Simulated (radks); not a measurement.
**Excited configurations of Pr**

How tightly is the outer electron of Pr held in higher orbitals? Ground state, ion and excited configurations are run in turn.

Program: radks (a radial shooting solver on a logarithmic mesh, Libxc functionals) version 1. Level of theory: scalar-relativistic Kohn-Sham, PBE, spin-unpolarised, spherical densities, finite nucleus. These are calculated values, not measurements, unless marked.

## Step 1: Starting point

* element: praseodymium (Z = 59)
* charge: 0
* electrons: 59
* configuration: [Xe] 4f3 6s2
* nuclear rms radius: 4.8919 fm

Outer shells as boxes (Hund's rule):

Pr
```
[Xe] core
4f [↑ ][↑ ][↑ ][  ][  ][  ][  ]
6s [↑↓]
```

## Step 2: Ground configuration: [Xe] 4f3 6s2

Input:

```text
Z 59
configuration [Xe] 4f3 6s2
relativity scalar-relativistic
functional pbe,pbe
spin unpolarised
nucleus finite rms 4.8919 fm
c 137.035999084
```

## Step 3: The ion: [Xe] 4f3 6s1

Changes since step 2:

```diff
@@ -1,3 +1,3 @@
 Z 59
-configuration [Xe] 4f3 6s2
+configuration [Xe] 4f3 6s1
 relativity scalar-relativistic
```

## Step 4: Outer electron in 5d: [Xe] 4f3 6s1 5d1

Changes since step 3:

```diff
@@ -1,3 +1,3 @@
 Z 59
-configuration [Xe] 4f3 6s1
+configuration [Xe] 4f3 6s1 5d1
 relativity scalar-relativistic
```

## Step 5: Outer electron in 6d: [Xe] 4f3 6s1 6d1

Changes since step 4:

```diff
@@ -1,3 +1,3 @@
 Z 59
-configuration [Xe] 4f3 6s1 5d1
+configuration [Xe] 4f3 6s1 6d1
 relativity scalar-relativistic
```

## Step 6: Outer electron in 7s: [Xe] 4f3 6s1 7s1

Changes since step 5:

```diff
@@ -1,3 +1,3 @@
 Z 59
-configuration [Xe] 4f3 6s1 6d1
+configuration [Xe] 4f3 6s1 7s1
 relativity scalar-relativistic
```

## Step 7: Outer electron in 7d: [Xe] 4f3 6s1 7d1

Changes since step 6:

```diff
@@ -1,3 +1,3 @@
 Z 59
-configuration [Xe] 4f3 6s1 7s1
+configuration [Xe] 4f3 6s1 7d1
 relativity scalar-relativistic
```

## Step 8: Outer electron in 7f: [Xe] 4f3 6s1 7f1

Changes since step 7:

```diff
@@ -1,3 +1,3 @@
 Z 59
-configuration [Xe] 4f3 6s1 7d1
+configuration [Xe] 4f3 6s1 7f1
 relativity scalar-relativistic
```

**Question.** What will these runs give? Wanted: for each run, outer orbital; excitation; binding; n*; quantum defect; <r>.

The runs gave:

```tsv
outer orbital	excitation (eV)	binding (eV)	n*	quantum defect	<r> (bohr)
5d	1.564	4.157	1.809	3.191	3.651
6d	4.231	1.490	3.022	2.978	11.51
7s	3.651	2.070	2.564	4.436	10.53
7d	4.788	0.933	3.819	3.181	21.25
7f	5.238	0.483	5.309	1.691	41.70
```

Binding is E(ion) − E, and n* = 1/√(2·binding) in atomic units. The Δ-SCF energy to the ion that was run is 5.721 eV (NIST's first ionisation energy, to the ion's ground state: 5.470 eV, semi-empirical). Mean quantum defects: d 3.12, s 4.44, f 1.69. They fall with l, since high-l orbitals stay out of the core. Self-interaction in the functional shifts them, so they are the method's values and not measured ones. Spin polarisation and multiplet splitting are left out, so open shells lie too high by an amount that depends on their filling. Spin-orbit splitting is averaged out at the scalar-relativistic level.
